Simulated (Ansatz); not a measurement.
# Se₂− (doublet): from Hartree-Fock to the top rungs, aug-cc-pVDZ

An exercise on one series of results from a longer session: the logs are not shown, and one member is left open.

Program: Ansatz 0.2.0, Gaussian basis. Level of theory: aug-cc-pVDZ, core rule «outside noble gas», up to 28 orbitals frozen. These are calculated values, not measurements.

To be run: UHF; CCSD(T) on ROHF; CCSD(T) on UHF; BCCD(T) on ROHF; CISD as a restricted active space (open shells left free, so some higher excitations enter); CCSDT(Q) on ROHF; CCSDT(Q) on UHF; CASSCF and MRCISD+Q, 13 electrons in 8 orbitals; CASSCF and NEVPT2, 13 electrons in 8 orbitals.

18 further runs of the same task are left out: 7 that didn't finish, 11 set aside as unsound or not needed. Runs told in other sessions of the task aren't counted.

### What is computed

The geometry is a PBE0/def2-TZVPD stationary point (not a proven minimum) of the parent state, kept for this charge and spin. No spin-orbit coupling is included. The filled d shell of Se may be among the frozen orbitals whatever the setting's name suggests.

2 atoms, charge -1, spin multiplicity 2.

Atoms are counted from 1 here; the program's logs count them from 0.

Bond lengths: Se1–Se2 2.521 Å.

Set-up of the first run:

The input, in.yaml:

```yaml
crystal:
  periodic: [false, false, false]
  atoms:
    - {symbol: Se, position_ang: [0.000000, 0.000000, 0.000000]}
    - {symbol: Se, position_ang: [0.000000, 0.000000, 2.520600]}
basis:
  gaussian: {orbitals: aug-cc-pVDZ}
total_charge: -1
magnetization: {spin_polarized: true, initial_magnetization: 1}
hamiltonian: {xc: hf}
output: {orbitals: {seedname: orbitals}}
```

Run with:

```sh
ansatz run in.yaml --threads 1 --pin off --events-out ev --progress --plain --max-ram 2393MiB
```

Steps of the session up to this table: UHF; CCSD(T) on ROHF; CCSD(T) on UHF; BCCD(T) on ROHF; CISD as a restricted active space (open shells left free, so some higher excitations enter); CCSDT(Q) on ROHF; CCSDT(Q) on UHF; CASSCF and MRCISD+Q, 13 electrons in 8 orbitals; CASSCF and NEVPT2, 13 electrons in 8 orbitals.

One of the session's tables, all rows but one given; the rest of the session is left out.

```
          method  from UCCSDT(Q) (kcal/mol)
             UHF                    +172.41
            RMP2                     +19.58
            UMP2                     +22.39
            CISD                     +29.31
           RCCSD                          ?
           UCCSD                      +9.32
        RCCSD(T)                      +1.54
        UCCSD(T)                      +1.51
         BCCD(T)                      +1.53
          RCCSDT                      +1.04
          UCCSDT                      +0.95
       RCCSDT(Q)                      +0.05
       UCCSDT(Q)                          0
  CASSCF valence                    +151.70
  NEVPT2 valence                     +35.20
  MRCISD valence                     +18.73
MRCISD+Q valence                      +2.76
```

Q: Estimate the row for RCCSD from the others.

**Answer.** from UCCSDT(Q) (kcal/mol): +9.65. In the column «from UCCSDT(Q) (kcal/mol)» it lies between UCCSD (+9.32) and MRCISD valence (+18.73).

Left out of the table: ROHF (another determinant or state than the rows shown).

To keep in mind: The report flags that the cluster equations may have other roots. The program flags RCCSD(T), BCCD(T), RCCSDT(Q) as in doubt, so those rows may rest on another solution. Restricted and unrestricted rows rest on different reference determinants; a gap between their highest levels can come from leftover correlation error, from unlike frozen cores or from another state.
